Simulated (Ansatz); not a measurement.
**C: a single-point run**

The task is a single-point run on C. The structure is shown as the input types it.

Method: density functional or hybrid calculation with the settings of its input, plane waves (as first typed), in Ansatz 0.2.0.

2 further runs of the same task are left out: 1 for a known fault of the program, 1 that didn't finish.

### Step 1. The starting structure

The structure is cubic, space group Fd-3m (No. 227). The conventional cell has a = 3.560 Å, b = 3.560 Å, c = 3.560 Å, α = 90.00°, β = 90.00°, γ = 90.00°. C (site symmetry -43m) has 4 C at 1.54 Å as nearest neighbours.

Structure file:

```cif
data_structure
_symmetry_space_group_name_H-M 'P 1'
_symmetry_Int_Tables_number 1
_cell_length_a 2.5175
_cell_length_b 2.5175
_cell_length_c 2.5175
_cell_angle_alpha 60.000
_cell_angle_beta 60.000
_cell_angle_gamma 60.000
_cell_volume 11.28
loop_
_atom_site_label
_atom_site_type_symbol
_atom_site_fract_x
_atom_site_fract_y
_atom_site_fract_z
_atom_site_occupancy
C1 C 0.00000 0.00000 0.00000 1
C2 C 0.25000 0.25000 0.25000 1
```

### Step 2. The calculation

input.yaml

```yaml
crystal:
  lattice:
    - [0.0, 1.7801241426, 1.7801241426]
    - [1.7801241426, 0.0, 1.7801241426]
    - [1.7801241426, 1.7801241426, 0.0]
  atoms:
    - { symbol: C, position: [0.0, 0.0, 0.0] }
    - { symbol: C, position: [0.25, 0.25, 0.25] }
kpoints:
  mp_grid: { grid: [8, 8, 8] }
hamiltonian:
  xc: pbe
scf:
  occupations: { method: fermi_dirac, width: 1.5 }
  n_extra_bands: 4
output:
  forces: true
  stress: true
  eigenvalues: true
```

Started as:

```console
$ ansatz run input.yaml --threads 4 --pin off --max-ram 3686MiB --backend cpu --events-out ev --progress --plain --runs-dir out
```

**Question.** How will this run end, and is anything wrong with its input?

The run converged and reported no error. That alone doesn't make the input a sound one.

The suspect setting: scf.occupations.method is fermi_dirac; scf.occupations.width is 1.5. A smearing of this width stands for electrons at many thousands of kelvin; it empties bonding states and fills antibonding ones. A Fermi-Dirac width of 1.5 eV is an electron temperature of 17400 K.

The test: delete scf.occupations.width (the default then holds) and set scf.occupations.method to fixed.
